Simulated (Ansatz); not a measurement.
**CH₄BFO: up Jacob's ladder to CCSD(T)**

One table from this session's results is given with a row withheld; the runs are named, their logs left out.

Method: functionals in def2-TZVPP, the program's frozen cores in correlated methods; program: Ansatz 0.2.0, Gaussian basis.

Levels to be run: PBE-D4, r2SCAN-D4, PBE0-D4, B3LYP-D4, ωB97X-V, ωB97M-V, B2PLYP; CCSD(T)/def2-TZVPP; CCSD(T)/def2-QZVPP; extrapolation to the limit.

### The relaxed structure

An earlier PBE0-D4 in a triple-zeta def2 set relaxation fixed the geometry.

8 atoms, charge 0, spin multiplicity 1.

Atoms are counted from 1 here; the program's logs count them from 0.

Bond lengths: O1–C2 1.411 Å, O1–H5 0.961 Å, C2–B3 1.555 Å, C2–H6 1.103 Å, C2–H7 1.103 Å, B3–F4 1.328 Å, B3–H8 1.198 Å. Angles: C2–O1–H5 108.5°, O1–C2–B3 117.0°, O1–C2–H6 110.0°, O1–C2–H7 109.9°, B3–C2–H6 107.6°, B3–C2–H7 107.6°, H6–C2–H7 104.0°, C2–B3–F4 118.7°, C2–B3–H8 123.6°, F4–B3–H8 117.7°.

As a file:

```xyz
8

O     0.4299    1.1524   -0.9799
C     0.2948    0.5090    0.2681
B    -0.3962   -0.8839    0.2737
F    -0.8230   -1.3882   -0.8787
H     0.0364    0.5942   -1.6553
H    -0.2582    1.1576    0.9684
H     1.2853    0.3927    0.7387
H    -0.5690   -1.5338    1.2649
```

The first run:

Input file in.yaml:

```yaml
crystal:
  periodic: [false, false, false]
  atoms:
    - {symbol: O, position_ang: [0.429890, 1.152385, -0.979871]}
    - {symbol: C, position_ang: [0.294785, 0.509016, 0.268083]}
    - {symbol: B, position_ang: [-0.396161, -0.883914, 0.273737]}
    - {symbol: F, position_ang: [-0.823033, -1.388179, -0.878662]}
    - {symbol: H, position_ang: [0.036381, 0.594205, -1.655306]}
    - {symbol: H, position_ang: [-0.258213, 1.157630, 0.968432]}
    - {symbol: H, position_ang: [1.285347, 0.392674, 0.738678]}
    - {symbol: H, position_ang: [-0.568984, -1.533808, 1.264909]}
basis:
  gaussian: {orbitals: def2-TZVPP}
hamiltonian: {xc: pbe, dispersion: d4}
output: {forces: true, orbitals: {seedname: orbitals}}
```

The run is started by

```bash
$ ansatz run in.yaml --threads 2 --pin off --events-out ev --progress --plain --max-ram 20480MiB --backend cpu
```

Steps of the session up to this table: PBE-D4 (GGA); r2SCAN-D4 (meta-GGA); PBE0-D4 (hybrid); B3LYP-D4 (hybrid); ωB97X-V (range-separated); ωB97M-V (range-separated); B2PLYP (double hybrid); CCSD(T) in def2-TZVPP; CCSD(T) in def2-QZVPP.

One table of the session follows, with a row left open; its other results are not shown here.

It belongs to the step «Atomisation energies». 

```
            method  atomisation energy (kcal/mol)
            PBE-D4                          762.7
         r2SCAN-D4                          748.4
           PBE0-D4                          745.7
          B3LYP-D4                          745.1
           ωB97X-V                          745.4
           ωB97M-V                          748.0
            B2PLYP                          739.5
     HF/def2-TZVPP                          549.7
    MP2/def2-TZVPP                          744.5
   CCSD/def2-TZVPP                              ?
CCSD(T)/def2-TZVPP                          725.8
           MP2/CBS                          762.8
       CCSD(T)/CBS                          743.5
```

Estimate the missing values for CCSD/def2-TZVPP.

**Answer.** atomisation energy (kcal/mol): 715.5. In the column «atomisation energy (kcal/mol)» it lies between HF/def2-TZVPP (549.7) and CCSD(T)/def2-TZVPP (725.8).

Caveats from the session: Free atoms (1 O, 1 C, 1 B, 1 F, 4 H) were run apart at each level; the atomisation energy is their sum less the molecule, without zero-point or spin-orbit terms.
